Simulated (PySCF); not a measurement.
# BiH: the cost of one run

The runs use PySCF 2.14.0; each script names its method and basis.

4 further runs of the same task are left out: 2 for a known fault of the program, 2 that didn't finish.

### 1 Starting geometry

BiH (triplet): 2 atoms, charge 0, spin multiplicity 3.

Bond lengths: Bi1–H2 1.602 Å.

### 2 Base script

input.py

```python
from pyscf import gto, scf, mp

mol = gto.M(
    atom='Bi 0 0 0; H 0 0 1.602',
    basis='x2c-svpall',
    charge=0,
    spin=2,
    verbose=3,
)
mf = scf.UHF(mol)
mf = mf.sfx2c1e()
mf.kernel()
mp.MP2(mf, frozen=34).kernel()
mf.dip_moment()
print('orbital energies (hartree):', [e[max(0, n-3):n+3].round(4) for e, n in zip(mf.mo_energy, mol.nelec)])
```

Run with:

```console
> OMP_NUM_THREADS=1 python input.py
```

Q: Estimate wall time and peak memory on 1 thread of Arm Neoverse V1, shared host.

About 4.6 s, with a peak of 0.15 GiB.
